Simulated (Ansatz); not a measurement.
# HPt6 in Ansatz: reference runs

Aim: a first look at HPt6 with PBE, on the cell as given.

All numbers are computed with Ansatz 0.2.0; they aren't measurements. Logs are shortened: lines on timing, memory, paths and dates and some standing lists are left out, and cuts for length are marked.

## Step 1: The cell of the first run

The cell holds a slab with vacuum, 14 atoms: a = 5.538 Å, b = 5.538 Å, c = 22.539 Å, α = 90.00°, β = 90.00°, γ = 120.00°.

## Step 2: Single point, PBE

input.yaml reads:

```yaml
crystal:
  lattice:
    - [5.5377774675, 0.0, 0.0]
    - [-2.7688887338, 4.7958559674, 0.0]
    - [0.0, 0.0, 22.5394763682]
  atoms:
    - { symbol: Pt, position: [0.3333333333, 0.1666666667, 0.3549328241] }
    - { symbol: Pt, position: [0.3333333333, 0.6666666667, 0.3549328241] }
    - { symbol: Pt, position: [0.8333333333, 0.1666666667, 0.3549328241] }
    - { symbol: Pt, position: [0.8333333333, 0.6666666667, 0.3549328241] }
    - { symbol: Pt, position: [0.6666666667, 0.3333333333, 0.4552363159] }
    - { symbol: Pt, position: [0.6666666667, 0.8333333333, 0.4552363159] }
    - { symbol: Pt, position: [0.1666666667, 0.3333333333, 0.4552363159] }
    - { symbol: Pt, position: [0.1666666667, 0.8333333333, 0.4552363159] }
    - { symbol: Pt, position: [0.0, 0.5, 0.5555398077] }
    - { symbol: Pt, position: [0.0, 0.0, 0.5555398077] }
    - { symbol: Pt, position: [0.5, 0.5, 0.5555398077] }
    - { symbol: Pt, position: [0.5, 0.0, 0.5555398077] }
    - { symbol: H, position: [0.3228581307, 0.4055790365, 0.6637011492] }
    - { symbol: H, position: [0.1666666667, 0.3333333333, 0.662906987] }
hamiltonian:
  xc: pbe
  pseudopotentials: { kind: paw }
kpoints:
  mp_grid: { grid: [6, 6, 1] }
scf:
  occupations: { method: fermi_dirac, width: 0.05 }
output:
  forces: true
  eigenvalues: true
efield:
  axis: 3
  dipole_correction: true
  ramp_width: 0.04
```

Potentials or basis: Ansatz PAW.

Launch:

```
$ ansatz run input.yaml --threads 4 --pin off --max-ram 11264MiB --backend cpu --events-out ev --progress --plain --runs-dir out
```

The log of the run:

```text
Warning: RAYON_NUM_THREADS=4 ignored (pool sized by the plan → 4); use --threads N
Engine: ansatz 0.2.0, aarch64-unknown-linux-gnu
Pseudopotentials: kind: paw
Pseudopotential: Pt, paw, valence charge 18, recommended cutoff 420 eV (normal), Pt.paw.azcp
Pseudopotential: H, paw, valence charge 1, recommended cutoff 420 eV (normal), H.paw.azcp
Functional definition: PBE
  parameter kappa = 0.804
  parameter beta = 0.06672455060314922
  exchange = pbe_x(kappa = kappa, mu = beta*pi^2/3)
  correlation = pbe_c(beta = beta)
Crystal: 14 atoms, lattice volume = 598.612 Å³
Basis set: ecut = 420 eV, 11703 PW (Γ), exchange–correlation on 80×80×320 points (8 copies of the dense FFT grid, shifted against one another)
Bands: 131, of which v1, the nominal top of the filled ones, is band 109 counted from 1 (108 counted from 0)
Symmetry: 1 space group operations
Space group: P1 (ITA 1), of the structure as read, at distance tolerance 8.4e-5 Å
k-points: 20 of 36 (time reversal used)
Non-local potential: Pt, projectors of the file, l = 0: 3, l = 1: 2, l = 2: 2, l = 3: 1
Non-local potential: H, projectors of the file, l = 0: 2, l = 1: 1
PAW form: soft (Blöchl's): semilocal exchange-correlation on the pseudo side does not see the compensation charge
PAW one-centre angular grid: Pt, 590 points (default); XC on 64 Gauss nodes
PAW one-centre angular grid: H, 110 points (default); XC on 64 Gauss nodes
Initial density: superposition of atomic densities (neutral atoms: chi_scale 0, normalization atom), corrected by the library's trained network
Initial wavefunctions: pseudopotential atomic-orbital guess
Functional: x = pbe(κ = 0.804, μ = 0.2195149727645171), c = pbe(β = 0.06672455060314922)
SCF iter   1: F=—  HF=-150302.924282 eV  |F-HF|=—  |Δ(HF+E_count)|=         —  Δρ=8.99e-3  dr2=9.70e-1  ethr=1.77e-3  p=0.015 e·Å  D=4.61e-3 V/Å  ΔV_dip=-0.10 eV  dr2_dipole=1.17e-1  V_vac-E_F(+/−)=5.18/5.28 eV  ⟨swp⟩=8.4  Hψ=11393  notcnv=0  defer=84
[... 20 lines left out ...]
Fermi energy:    3.189411 eV
Dipole field:    D = 0.015589 V/Å  (p = 0.051569 e·Å, saw-weighted, corrected)
Work function:   Φ+ = 5.4378 eV   Φ− = 5.7892 eV
Levels:          The Fermi level and band energies are counted from a zero that moves with the ramp; work functions are not
--- Per-component energies (eV) ---
  E_band       = -5819.784611
  E_kinetic    = 7669.641527
  E_local      = -319698.560681  (includes V_loc(G=0)·N_el)
  E_nonlocal   = 2404.961698
  E_hartree    = 155455.813914
  E_xc         = -3151.299732
  E_vxc        = -3645.801619  (∫ρ·V_xc dr)
  E_paw        = -113450.269648  (= ΣΔE_a)
  E_vpaw       = -3465.736312  (= ΣTr[D̂ρ^β])
  E_aug_tail   = -0.000178  (compensation charges beyond the density's cutoff)
  E_efield     = 0.000402  (sawtooth field / dipole correction)
  E_vefield    = 3.996982  (∫n·V_field dr)
  E_ewald      = 120467.066121
  E_smearing   = -0.235631  (= −TS)
  E_closure    = -0.000000  (closes the sum)
  Σ components = -150302.882208   (vs F -150302.882208, Δ=0.00e0)
--- Forces (eV/Å), atoms counted from 1 ---
  atom   1  Pt    -0.01907171     0.00561116    -0.55406119
  atom   2  Pt    -0.00479638    -0.01921406    -0.55363247
  atom   3  Pt     0.01513013     0.00893188    -0.55854014
  atom   4  Pt     0.00695952     0.00360292    -0.56109465
  atom   5  Pt    -0.00672166    -0.00698534    -0.03492325
  atom   6  Pt    -0.00888688    -0.00207828    -0.03634301
  atom   7  Pt    -0.00597381    -0.00281375    -0.04646987
  atom   8  Pt     0.01538702     0.00927061     0.00440176
  atom   9  Pt    -0.07374538     0.02876123     0.48085848
  atom  10  Pt    -0.01278768    -0.07943381     0.47913909
  atom  11  Pt     0.06349290     0.03632346     0.52269352
  atom  12  Pt    -0.00414400    -0.00270911     0.52660775
  atom  13  H      0.28719531     0.15121894     0.17608753
  atom  14  H     -0.25203892    -0.13048687     0.15522308
  max |Σ_I F_I| component: 5.34e-5 eV/Å
--- Band table (eV; the first three rows and the last of 20) ---
  k-point 0: bands = ["-95.2938", "-95.2746", "-95.2716", "-95.2599", "-94.8145", "-94.8097", "-94.7931", "-94.7917", "-94.7904", "-94.7838", "-94.7721", "-94.7702", "-49.7152", "-49.7142", "-49.7123", "-49.5770", "-49.5377", "-49.5347", "-49.5212", "-49.4392", "-49.4295", "-49.4276", "-49.3391", "-49.3382", "-49.3143", "-49.3131", "-49.3111", "-49.2743", "-49.2723", "-49.2693", "-49.0428", "-49.0418", "-49.0416", "-49.0374", "-49.0329", "-49.0204", "-48.9524", "-48.9517", "-48.9410", "-48.9406", "-48.8349", "-48.8041", "-48.7831", "-48.7827", "-48.7812", "-48.7720", "-48.7590", "-48.7569", "-6.1022", "-4.3138", "-3.8525", "-3.4737", "-3.4709", "-3.4707", "-3.2237", "-3.2037", "-3.2035", "-2.7468", "-2.7247", "-2.7240", "-2.5925", "-2.5475", "-2.5469", "-2.3321", "-1.0574", "-1.0516", "-1.0020", "-0.6547", "-0.6538", "-0.6403", "-0.4873", "-0.4105", "-0.4103", "-0.0439", "-0.0437", "0.0295", "0.0962", "0.1030", "0.1045", "0.2019", "0.2019", "0.7291", "0.7458", "0.7539", "1.7484", "1.7491", "1.7585", "1.7609", "1.7680", "1.8557", "1.8625", "1.8874", "2.4624", "2.4629", "2.6295", "3.0259", "3.0275", "3.0355", "3.0412", "3.0652", "3.0860", "3.1907", "3.1909", "3.3934", "3.3955", "3.3956", "3.7734", "3.7741", "3.7773", "3.8299", "3.8317", "3.8351", "4.1595", "4.3162", "4.3214", "4.4424", "6.0508", "6.0770", "6.1040", "6.1093", "6.1103", "6.1237", "8.2601", "8.6299", "8.7914", "9.1561", "9.2341", "9.3545", "9.3743", "9.3964", "9.5345"]
  k-point 1: bands = ["-95.2924", "-95.2755", "-95.2718", "-95.2603", "-94.8130", "-94.8089", "-94.7941", "-94.7917", "-94.7909", "-94.7836", "-94.7728", "-94.7704", "-49.7011", "-49.6994", "-49.6896", "-49.5727", "-49.5366", "-49.5324", "-49.5191", "-49.4512", "-49.4436", "-49.4246", "-49.3649", "-49.3447", "-49.2997", "-49.2992", "-49.2886", "-49.2628", "-49.2623", "-49.2533", "-49.0553", "-49.0548", "-49.0504", "-49.0400", "-49.0358", "-49.0220", "-48.9763", "-48.9652", "-48.9583", "-48.9469", "-48.8311", "-48.8034", "-48.7839", "-48.7821", "-48.7811", "-48.7725", "-48.7604", "-48.7576", "-5.8571", "-4.0710", "-3.6193", "-3.4633", "-3.2821", "-3.2786", "-3.1325", "-3.0479", "-3.0356", "-2.6821", "-2.6328", "-2.6232", "-2.4888", "-2.3695", "-2.3122", "-2.2403", "-1.0538", "-1.0360", "-0.9810", "-0.6268", "-0.5569", "-0.5540", "-0.5363", "-0.5059", "-0.3616", "-0.2319", "-0.1053", "-0.0938", "0.0920", "0.1179", "0.1566", "0.1740", "0.3871", "0.5184", "0.6399", "0.6536", "1.4579", "1.4704", "1.5561", "1.6140", "1.6674", "1.7668", "1.7739", "1.7838", "1.9181", "2.4620", "2.4901", "2.5001", "2.5539", "2.7275", "2.8250", "2.8401", "2.9196", "3.0136", "3.0313", "3.1536", "3.1705", "3.1803", "3.1988", "3.2547", "3.4356", "3.4876", "3.5123", "3.5195", "3.5540", "4.1325", "5.0053", "5.0117", "5.1804", "5.8009", "5.8326", "6.7564", "7.2233", "7.3025", "8.4597", "8.8330", "8.9785", "9.2002", "9.4519", "9.5167", "9.6362", "9.7418", "10.2581"]
  k-point 2: bands = ["-95.2885", "-95.2783", "-95.2720", "-95.2611", "-94.8089", "-94.8072", "-94.7977", "-94.7916", "-94.7914", "-94.7830", "-94.7749", "-94.7707", "-49.6674", "-49.6664", "-49.6227", "-49.5614", "-49.5380", "-49.5278", "-49.5153", "-49.4858", "-49.4781", "-49.4351", "-49.4083", "-49.3618", "-49.2676", "-49.2661", "-49.2376", "-49.2365", "-49.2232", "-49.2001", "-49.0873", "-49.0870", "-49.0838", "-49.0691", "-49.0427", "-49.0308", "-49.0197", "-49.0078", "-48.9748", "-48.9633", "-48.8224", "-48.8017", "-48.7886", "-48.7803", "-48.7798", "-48.7729", "-48.7639", "-48.7586", "-5.1789", "-3.6318", "-3.4508", "-3.0250", "-2.9343", "-2.7909", "-2.7852", "-2.6671", "-2.6429", "-2.5390", "-2.3609", "-2.2986", "-2.2916", "-2.0517", "-1.6928", "-1.6809", "-1.1217", "-1.1161", "-1.0841", "-0.8970", "-0.8651", "-0.6168", "-0.5997", "-0.4918", "-0.4416", "-0.2480", "-0.2380", "-0.0662", "0.1504", "0.1816", "0.2499", "0.2872", "0.2996", "0.3028", "0.4157", "0.8838", "0.9141", "0.9202", "0.9337", "1.0470", "1.1206", "1.1374", "1.2766", "1.4366", "1.4402", "1.4809", "1.5909", "1.6587", "2.1019", "2.1127", "2.1196", "2.3298", "2.3941", "2.4267", "2.4970", "2.5287", "2.6469", "2.7777", "3.0071", "3.0479", "3.0825", "3.2176", "3.2752", "3.4574", "3.4704", "4.2260", "5.3530", "5.3581", "5.7933", "6.1173", "6.1646", "6.5930", "7.9105", "8.1368", "8.7931", "9.3526", "9.5383", "9.6390", "9.7078", "9.9560", "10.1066", "10.7066", "10.7901"]
  k-point 19: bands = ["-95.2843", "-95.2821", "-95.2721", "-95.2614", "-94.8064", "-94.8034", "-94.8031", "-94.7918", "-94.7914", "-94.7820", "-94.7770", "-94.7704", "-49.6444", "-49.6442", "-49.5499", "-49.5454", "-49.5341", "-49.5260", "-49.5257", "-49.5136", "-49.5090", "-49.5005", "-49.3856", "-49.3848", "-49.2469", "-49.2441", "-49.2202", "-49.2166", "-49.1368", "-49.1325", "-49.1266", "-49.1103", "-49.1096", "-49.1086", "-49.1036", "-49.0884", "-48.9978", "-48.9967", "-48.9884", "-48.9829", "-48.8170", "-48.7994", "-48.7939", "-48.7794", "-48.7791", "-48.7721", "-48.7671", "-48.7586", "-4.2938", "-4.2787", "-2.9893", "-2.8668", "-2.5757", "-2.4623", "-2.4532", "-2.4527", "-2.4047", "-2.4018", "-2.2699", "-1.8779", "-1.8660", "-1.5974", "-1.5741", "-1.4488", "-1.4450", "-1.1184", "-1.1088", "-1.1019", "-1.0725", "-0.8626", "-0.8576", "-0.4072", "-0.4054", "-0.0775", "-0.0710", "-0.0473", "-0.0379", "0.1085", "0.1313", "0.3131", "0.3203", "0.3285", "0.3434", "0.3640", "0.3991", "0.4411", "0.4414", "0.5164", "0.6004", "1.0527", "1.0557", "1.3421", "1.4144", "1.4339", "1.4480", "1.6151", "1.6270", "1.7152", "1.7207", "1.9010", "1.9052", "2.3306", "2.3606", "2.3986", "2.4077", "2.5236", "2.6801", "3.0453", "3.0804", "3.2335", "3.2382", "3.4803", "3.4926", "4.8984", "5.0924", "5.4410", "5.4483", "6.2401", "6.3099", "7.6870", "8.0636", "8.1132", "8.3512", "9.4743", "9.8835", "10.3040", "10.4031", "10.5050", "10.6937", "10.7497", "10.7752"]
```

Run time: 39 s. Hardware: 4 threads of Arm Neoverse V2, shared host; peak memory 2.2 GiB.

Results:

| Item | Value |
| --- | --- |
| Free energy | -150302.8822 eV |
| Largest force | 0.561 eV/Å |
| Band gap on the k mesh | none (metal or under the smearing width) |
| Work function of the upper face | 5.44 eV |
| Work function of the lower face | 5.79 eV |
| Dipole across the slab | 0.052 e·Å |

Forces on the atoms (eV/Å):
```
Pt  -0.019  0.006 -0.554
Pt  -0.005 -0.019 -0.554
Pt   0.015  0.009 -0.559
Pt   0.007  0.004 -0.561
Pt  -0.007 -0.007 -0.035
Pt  -0.009 -0.002 -0.036
Pt  -0.006 -0.003 -0.046
Pt   0.015  0.009  0.004
Pt  -0.074  0.029  0.481
Pt  -0.013 -0.079  0.479
Pt   0.063  0.036  0.523
Pt  -0.004 -0.003  0.527
H    0.287  0.151  0.176
H   -0.252 -0.130  0.155
```

Levels at points of the mesh, in eV from the Fermi level:
```tsv
k point	band 107	band 108	band 109	band 110	band 111	band 112
(0.00, 0.00, 0.00)	0.58	0.58	0.59	0.64	0.64	0.65
(0.00, -0.50, 0.00)	-0.51	-0.14	-0.11	0.04	0.05	0.29
(-0.50, 0.00, 0.00)	-0.52	-0.12	-0.11	0.04	0.05	0.30
(-0.50, -0.50, 0.00)	-0.51	-0.14	-0.11	0.04	0.05	0.29
```

The run has no spin-orbit coupling, so splittings on Pt are missing.
